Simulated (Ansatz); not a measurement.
# Na (Na, diamond): the cost of one run

Computed with Ansatz 0.2.0 (DFT BLYP, plane waves (420 eV) with PAW, scalar-relativistic; the PAW data stem from PBE, with regenerated cores, unless a step says otherwise).

### 1 The starting structure

The structure is cubic, space group Fd-3m (No. 227). Conventional cell: a = 7.412 Å, b = 7.412 Å, c = 7.412 Å, α = 90.00°, β = 90.00°, γ = 90.00°. Na (site symmetry -43m) has 4 Na at 3.21 Å as nearest neighbours.

Structure file:

```cif
data_structure
_symmetry_space_group_name_H-M 'Fd-3m:1'
_symmetry_Int_Tables_number 227
_cell_length_a 7.4124
_cell_length_b 7.4124
_cell_length_c 7.4124
_cell_angle_alpha 90.000
_cell_angle_beta 90.000
_cell_angle_gamma 90.000
_cell_volume 407.26
loop_
_atom_site_label
_atom_site_type_symbol
_atom_site_symmetry_multiplicity
_atom_site_Wyckoff_symbol
_atom_site_fract_x
_atom_site_fract_y
_atom_site_fract_z
_atom_site_occupancy
Na1 Na 8 b 0.75000 0.75000 0.75000 1
```

### 2 Geometry optimisation

input.yaml

```yaml
crystal:
  lattice:
    - [0.0, 3.7061924832, 3.7061924832]
    - [3.7061924832, 0.0, 3.7061924832]
    - [3.7061924832, 3.7061924832, 0.0]
  atoms:
    - { symbol: Na, position: [0.125, 0.125, 0.125] }
    - { symbol: Na, position: [0.875, 0.875, 0.875] }
hamiltonian:
  xc: blyp
  pseudopotentials:
    kind: paw
    azcp:
      Na: "pseudopotentials/Na.paw.azcp"
basis:
  ecutwfc: 420
  fft_grid_basis: typed
kpoints:
  mp_grid: { grid: [8, 8, 8], shift: [0, 0, 0] }
magnetization:
  spin_polarized: false
scf:
  occupations: { method: fermi_dirac, width: 0.1 }
relax:
  max_steps: 60
  f_tol: 0.01
  cell: {}
```

Q: Estimate wall time and peak memory on 2 threads of Intel Xeon Platinum 8375C at 2.90GHz (Ice Lake), shared host.

About 6 s, with a peak of 0.42 GiB.
